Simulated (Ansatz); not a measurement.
**GaH₂F + H₂S: a complex and its separated parts**

The complex below is one end of an elementary step. How strongly is it bound against its free parts?

Computed with Ansatz 0.2.0, Gaussian basis. Level: PBE0-D4/def2-TZVP structures, single points in def2-TZVPP, no counterpoise correction.

Levels: SPW92, PBE-D4, BLYP-D4, r2SCAN-D4, B97M-V, PBE0-D4, B3LYP-D4, r2SCAN0-D4, BHLYP-D4, CAM-B3LYP-D4, wB97X-V, wB97M-V, B2PLYP, PBE-QIDH, RPA on PBE, Hartree-Fock, MP2, CCSD, CCSD(T).

Cores are frozen in the correlated methods. Filled d shells of the heavier atoms are correlated. B3LYP uses VWN-RPA correlation. B2PLYP carries no dispersion term here.

20 further runs of the same task are left out: 20 set aside as unsound or not needed.

## 1. The starting structure

The complex: 7 atoms, charge 0, spin multiplicity 1.

Atoms are counted from 1 here; the program's logs count them from 0.

Bond lengths: Ga1–F2 1.788 Å, Ga1–H3 1.563 Å, Ga1–H4 1.563 Å, Ga1–S6 2.603 Å, H5–S6 1.344 Å, S6–H7 1.344 Å. Angles: F2–Ga1–H3 113.4°, F2–Ga1–H4 113.5°, F2–Ga1–S6 89.6°, H3–Ga1–H4 129.1°, H3–Ga1–S6 99.5°, H4–Ga1–S6 99.5°, Ga1–S6–H5 90.6°, Ga1–S6–H7 90.9°, H5–S6–H7 92.2°.

Geometry (Å):

```xyz
7

Ga   -0.94028   -0.57002   -0.09640
F     0.28700   -1.62215    0.66689
H    -1.13649   -0.84912   -1.62186
H    -1.93744    0.06589    0.92575
H     1.74188    0.48461   -0.68478
S     0.81468    1.34762   -0.23477
H     1.17065    1.14318    1.04517
```

Its parts: GaH₂F holds atoms 1, 2, 3, 4; H₂S holds atoms 5, 6, 7. Each part counts its atoms afresh in its own runs.

## 2. Relaxing GaH₂F alone

File relax-a/in.yaml:

```yaml
crystal:
  periodic: [false, false, false]
  atoms:
    - {symbol: Ga, position_ang: [-0.940279, -0.570017, -0.096400]}
    - {symbol: F, position_ang: [0.286997, -1.622153, 0.666888]}
    - {symbol: H, position_ang: [-1.136489, -0.849122, -1.621865]}
    - {symbol: H, position_ang: [-1.937439, 0.065886, 0.925754]}
basis:
  gaussian: {orbitals: def2-TZVP}
hamiltonian: {xc: pbe0, dispersion: d4}
relax: {f_tol: 0.005, max_steps: 200}
```

No record of the launch command was kept for these runs.

The runs that follow: Relaxing H₂S alone; wB97M-V/def2-TZVPP; CCSD(T)/def2-TZVPP; Vibrations of GaH₂F; Vibrations of H₂S.

**Question.** What will these runs give? Wanted: complex less parts, CCSD(T)/def2-TZVPP; with zero-point energy; largest T1 diagnostic.

As calculated:

| quantity | value |
| --- | --- |
| complex less parts, CCSD(T)/def2-TZVPP | -51.5 kJ/mol |
| with zero-point energy | -42.6 kJ/mol |
| largest T1 diagnostic | 0.014 |

In words: At CCSD(T) the complex lies 51.5 kJ/mol below its parts. CAM-B3LYP-D4 is the best functional here (-0.1 kJ/mol from CCSD(T)); SPW92 is the worst (-25.1 kJ/mol). By rung, the mean size of the error is: LDA 25.1, GGA 4.1, meta-GGA 4.4, hybrid 4.1, range-separated hybrid 0.6, double hybrid 4.8 kJ/mol. PBE-D4 gives a relative energy 5.4 kJ/mol too low, outside chemical accuracy (1 kcal/mol, 4.2 kJ/mol). No counterpoise was applied, and triple zeta lacks some correlation, so the CCSD(T) reference has a basis error of its own, and close matches with it are partly luck.
